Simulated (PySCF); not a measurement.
# Te⁺, Te²⁺: ionisation energy in def2-SVP with ECP28

Aim: the ionisation energy of tellurium from differences of total energies, at each level of theory, and how far each lands from the tabulated value where there is one.

Program: PySCF 2.14.0. Level of theory: unrestricted determinants in a Gaussian basis, no spin-orbit coupling in the energies. These are calculated values, not measurements, unless marked.

**1. The system**

| Item | Value |
| --- | --- |
| Element | tellurium (Z = 52) |
| Basis | def2-SVP with the def2 core potential (28 electrons) |
| Hamiltonian | scalar relativity through the core potential |
| State 1 | Te⁺: [Kr] 4d10 5s2 5p3, high-spin 4S determinant |
| State 2 | Te²⁺: [Kr] 4d10 5s2 5p2, high-spin 3P determinant |
| Methods | UHF, LDA, BP86, MP2, CCSD(T) |
| Core shells frozen in the correlated runs | valence: 4s2 4p6 4d10 (for Te⁺) |

The outer shells:

Te+ [Kr] 4d10 5s2 5p3
```
[Kr] core
4d [↑↓][↑↓][↑↓][↑↓][↑↓]
5s [↑↓]
5p [↑ ][↑ ][↑ ]
```

Te2+ [Kr] 4d10 5s2 5p2
```
[Kr] core
4d [↑↓][↑↓][↑↓][↑↓][↑↓]
5s [↑↓]
5p [↑ ][↑ ][  ]
```

The runs were made by one driver on top of PySCF. The scripts below sum up each run's settings (the driver also hands on starting orbitals that pick excited configurations, and frozen orbitals as a list rather than a count), and the logs come from the driver's own runs. The driver starts from symmetry-adapted Hartree-Fock orbitals, holds the occupation by maximum overlap and uses a logarithmic radial grid for functionals, so a plain start would take other cycles.

The driver's launch:

```console
$ OMP_NUM_THREADS=1 python atomrun2.py TASK.json OUT
```

The integrals over 26 functions and the set-up took 0.07 s of CPU time.

**2. Te⁺: the ladder of methods**

Level: UHF.

input.py

```python
from pyscf import gto, scf, dft, mp, cc
import basis_set_exchange as bse
txt = bse.get_basis("def2-SVP", elements=["Te"], fmt="nwchem", header=False)
cut = txt.index("\nECP")
mol = gto.M(atom="Te 0 0 0", charge=1, spin=3, symmetry="D2h",
            basis=gto.basis.parse(txt[:cut]),
            ecp={"Te": gto.basis.parse_ecp(txt[cut:])})
mf = scf.UHF(mol)
mf.irrep_nelec = {'Ag': (4, 4), 'B1g': (1, 1), 'B2g': (1, 1), 'B3g': (1, 1), 'B1u': (2, 1), 'B2u': (2, 1), 'B3u': (2, 1)}
mf.kernel()
```

Level: LDA.

input.py, as changed from the run before:

```diff
@@ -7,3 +7,3 @@
             ecp={"Te": gto.basis.parse_ecp(txt[cut:])})
-mf = scf.UHF(mol)
+mf = dft.UKS(mol, xc="LDA,VWN")
 mf.irrep_nelec = {'Ag': (4, 4), 'B1g': (1, 1), 'B2g': (1, 1), 'B3g': (1, 1), 'B1u': (2, 1), 'B2u': (2, 1), 'B3u': (2, 1)}
```

Level: BP86.

input.py, as changed from the run before:

```diff
@@ -7,3 +7,3 @@
             ecp={"Te": gto.basis.parse_ecp(txt[cut:])})
-mf = dft.UKS(mol, xc="LDA,VWN")
+mf = dft.UKS(mol, xc="B88,P86")
 mf.irrep_nelec = {'Ag': (4, 4), 'B1g': (1, 1), 'B2g': (1, 1), 'B3g': (1, 1), 'B1u': (2, 1), 'B2u': (2, 1), 'B3u': (2, 1)}
```

Level: MP2 (valence).

input.py, as changed from the run before:

```diff
@@ -7,4 +7,5 @@
             ecp={"Te": gto.basis.parse_ecp(txt[cut:])})
-mf = dft.UKS(mol, xc="B88,P86")
+mf = scf.UHF(mol)
 mf.irrep_nelec = {'Ag': (4, 4), 'B1g': (1, 1), 'B2g': (1, 1), 'B3g': (1, 1), 'B1u': (2, 1), 'B2u': (2, 1), 'B3u': (2, 1)}
 mf.kernel()
+mp.UMP2(mf, frozen=9).kernel()
```

Level: CCSD(T) (valence).

input.py, as changed from the run before:

```diff
@@ -10,2 +10,3 @@
 mf.kernel()
-mp.UMP2(mf, frozen=9).kernel()
+mycc = cc.CCSD(mf, frozen=9).run()
+mycc.ccsd_t()
```

**3. Te²⁺, method by method**

Level: UHF.

input.py

```python
from pyscf import gto, scf, dft, mp, cc
import basis_set_exchange as bse
txt = bse.get_basis("def2-SVP", elements=["Te"], fmt="nwchem", header=False)
cut = txt.index("\nECP")
mol = gto.M(atom="Te 0 0 0", charge=2, spin=2, symmetry="D2h",
            basis=gto.basis.parse(txt[:cut]),
            ecp={"Te": gto.basis.parse_ecp(txt[cut:])})
mf = scf.UHF(mol)
mf.irrep_nelec = {'Ag': (4, 4), 'B1g': (1, 1), 'B2g': (1, 1), 'B3g': (1, 1), 'B1u': (2, 1), 'B2u': (2, 1), 'B3u': (1, 1)}
mf.kernel()
```

Level: LDA.

input.py, as changed from the run before:

```diff
@@ -7,3 +7,3 @@
             ecp={"Te": gto.basis.parse_ecp(txt[cut:])})
-mf = scf.UHF(mol)
+mf = dft.UKS(mol, xc="LDA,VWN")
 mf.irrep_nelec = {'Ag': (4, 4), 'B1g': (1, 1), 'B2g': (1, 1), 'B3g': (1, 1), 'B1u': (2, 1), 'B2u': (2, 1), 'B3u': (1, 1)}
```

Level: BP86.

input.py, as changed from the run before:

```diff
@@ -7,3 +7,3 @@
             ecp={"Te": gto.basis.parse_ecp(txt[cut:])})
-mf = dft.UKS(mol, xc="LDA,VWN")
+mf = dft.UKS(mol, xc="B88,P86")
 mf.irrep_nelec = {'Ag': (4, 4), 'B1g': (1, 1), 'B2g': (1, 1), 'B3g': (1, 1), 'B1u': (2, 1), 'B2u': (2, 1), 'B3u': (1, 1)}
```

Level: MP2 (valence).

input.py, as changed from the run before:

```diff
@@ -7,4 +7,5 @@
             ecp={"Te": gto.basis.parse_ecp(txt[cut:])})
-mf = dft.UKS(mol, xc="B88,P86")
+mf = scf.UHF(mol)
 mf.irrep_nelec = {'Ag': (4, 4), 'B1g': (1, 1), 'B2g': (1, 1), 'B3g': (1, 1), 'B1u': (2, 1), 'B2u': (2, 1), 'B3u': (1, 1)}
 mf.kernel()
+mp.UMP2(mf, frozen=9).kernel()
```

Level: CCSD(T) (valence).

input.py, as changed from the run before:

```diff
@@ -10,2 +10,3 @@
 mf.kernel()
-mp.UMP2(mf, frozen=9).kernel()
+mycc = cc.CCSD(mf, frozen=9).run()
+mycc.ccsd_t()
```

Q: Predict the outcome of this session.

The runs gave:

| quantity | value |
| --- | --- |
| ionisation energy, Te⁺ | UHF 18.357, CCSD(T) (valence) 18.622 eV; reference 18.6 ± 0.4 |

Accuracy against cost (mean over 1 difference):

```csv
method,mean absolute miss against CCSD(T) (valence) (eV),"CPU time, both states (s)"
UHF,0.265,0.09
LDA,0.326,0.18
BP86,0.246,0.35
MP2 (valence),0.033,0.09
SCS-MP2 (valence),0.068,0.09
CCSD (valence),0.003,
CCSD(T) (valence),0.000,0.28
```

What this shows: The methods span 0.590 eV, from UHF (18.357) to LDA (18.948). The reference is uncertain or not like for like (spin-orbit coupling or other relativistic terms), so no ranking of close methods is drawn. All values hold for this basis alone; no basis-set limit was taken. The dearest level timed, BP86, costs 3.9 times the cheapest, UHF, and differs from CCSD(T) (valence) by 0.25 against 0.26 eV; CCSD(T) (valence) in this basis is a yardstick, not the exact answer.
